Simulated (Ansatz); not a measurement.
**C5H5Ga: one species, many methods**

How much do the methods differ for C5H5Ga? The plan is to run it at one geometry with functionals of several rungs and with coupled cluster. The yardstick is the atomisation energy at the CCSD(T) limit.

The runs use Ansatz 0.2.0, Gaussian basis; functionals in def2-TZVPP, the program's frozen cores in correlated methods.

The runs, in order: LDA (SPW92), PBE-D4, revPBE-D4, BLYP-D4, r2SCAN-D4, B97M-V, PBE0-D4, B3LYP-D4, r2SCANh-D4, r2SCAN0-D4, HSE06-D4, BHLYP-D4, CAM-B3LYP-D4, LC-ωPBE, ωB97X-V, ωB97M-V, B2PLYP, PBE-QIDH; CCSD(T)/def2-SVP; CCSD(T)/def2-TZVPP; MP2/def2-QZVPP; extrapolation to the limit; RPA on PBE.

**1. Structure used throughout**

All runs share one geometry, relaxed beforehand with PBE0-D4 in a triple-zeta def2 set.

SMILES `C#[C][Ga]([CH3])[C]#C`, 11 atoms, charge 0, spin multiplicity 1.

Atoms are counted from 1 here; the program's logs count them from 0.

Bond lengths: C1–C2 1.209 Å, C1–H7 1.066 Å, C2–Ga3 1.916 Å, Ga3–C4 1.950 Å, Ga3–C5 1.915 Å, C4–H8 1.093 Å, C4–H9 1.093 Å, C4–H10 1.090 Å, C5–C6 1.209 Å, C6–H11 1.066 Å. Angles: C2–C1–H7 179.5°, C1–C2–Ga3 178.3°, C2–Ga3–C4 121.2°, C2–Ga3–C5 116.4°, C4–Ga3–C5 122.5°, Ga3–C4–H8 109.9°, Ga3–C4–H9 109.8°, Ga3–C4–H10 111.8°, H8–C4–H9 107.2°, H8–C4–H10 109.1°, H9–C4–H10 109.0°, Ga3–C5–C6 178.3°, C5–C6–H11 179.5°.

**2. LDA**

This LDA is Slater exchange with PW92 correlation.

Contents of in.yaml:

```yaml
crystal:
  periodic: [false, false, false]
  atoms:
    - {symbol: C, position_ang: [2.865629, 0.180749, -1.122123]}
    - {symbol: C, position_ang: [1.740123, 0.108181, -0.686989]}
    - {symbol: Ga, position_ang: [-0.023947, 0.007694, 0.053078]}
    - {symbol: C, position_ang: [-0.351697, 0.392933, 1.936166]}
    - {symbol: C, position_ang: [-1.425320, -0.486031, -1.154453]}
    - {symbol: C, position_ang: [-2.334131, -0.795216, -1.889187]}
    - {symbol: H, position_ang: [3.855473, 0.242835, -1.513980]}
    - {symbol: H, position_ang: [0.248503, -0.272577, 2.561131]}
    - {symbol: H, position_ang: [-0.041452, 1.415649, 2.163853]}
    - {symbol: H, position_ang: [-1.403028, 0.274479, 2.196479]}
    - {symbol: H, position_ang: [-3.130162, -1.068697, -2.543985]}
basis:
  gaussian: {orbitals: def2-TZVPP}
hamiltonian: {xc: lda}
output: {orbitals: {seedname: orbitals}}
```

Further steps of the session: PBE-D4 (GGA); revPBE-D4 (GGA); BLYP-D4 (GGA); r2SCAN-D4 (meta-GGA); B97M-V (meta-GGA); PBE0-D4 (hybrid); B3LYP-D4 (hybrid); r2SCANh-D4 (hybrid); r2SCAN0-D4 (hybrid); HSE06-D4 (hybrid); BHLYP-D4 (hybrid); CAM-B3LYP-D4 (range-separated); LC-ωPBE (range-separated); ωB97X-V (range-separated); ωB97M-V (range-separated); B2PLYP (double hybrid); PBE-QIDH (double hybrid); CCSD(T) in def2-SVP; CCSD(T) in def2-TZVPP; MP2 in def2-QZVPP; RPA on PBE orbitals.

Q: Predict the results of all the runs planned. Wanted: atomisation energy, CCSD(T)/CBS; farthest beyond LDA; mean size of error, GGA; mean size of error, meta-GGA; mean size of error, hybrid; mean size of error, range-separated; mean size of error, double hybrid; gap, smallest and largest; T1 diagnostic.

**Answer**, as computed:

| quantity | value |
| --- | --- |
| atomisation energy, CCSD(T)/CBS | 4620.7 kJ/mol |
| functionals within 46.2 kJ/mol (1.0 %) | revPBE-D4, BLYP-D4, r2SCAN-D4, B97M-V, PBE0-D4, B3LYP-D4, r2SCANh-D4, HSE06-D4, CAM-B3LYP-D4, LC-ωPBE, ωB97X-V, ωB97M-V, B2PLYP, PBE-QIDH |
| farthest beyond LDA | BHLYP-D4 (-170.5 kJ/mol) |
| mean size of error, GGA | 49.5 kJ/mol |
| mean size of error, meta-GGA | 8.8 kJ/mol |
| mean size of error, hybrid | 57.9 kJ/mol |
| mean size of error, range-separated | 11.4 kJ/mol |
| mean size of error, double hybrid | 20.3 kJ/mol |
| gap, smallest and largest | 4.09 eV (LDA (SPW92)), 11.04 eV (LC-ωPBE) |
| T1 diagnostic | 0.0133 |
| triples share of the correlation energy | 4.9 % |

In words: LDA overbinds by 653.9 kJ/mol (14 %). PBE-D4 is off by +119.5 kJ/mol. Double hybrids carry the basis error of their MP2 part in triple zeta, and no dispersion term here, so their miss is partly the set-up's. The rungs meta-GGA, range-separated, double hybrid miss on average by less than the doubt on the reference (46.2 kJ/mol), so they tie. The reference freezes the cores and leaves out relativity and excitations past (T), and its outer-core shells are covered unevenly, so misses under about 46.2 kJ/mol can't be ranked. Hartree-Fock recovers 73 % of the binding; the rest is correlation. CCSD(T) in def2-SVP is off by -201.0 kJ/mol, more than most functionals: a good method in a small basis is no reference. The gap grows from 4.1 to 11.0 eV across the functionals, mostly with the share of exact exchange. Correlated methods include outer-core shells of Ga, which these sets cover unevenly.
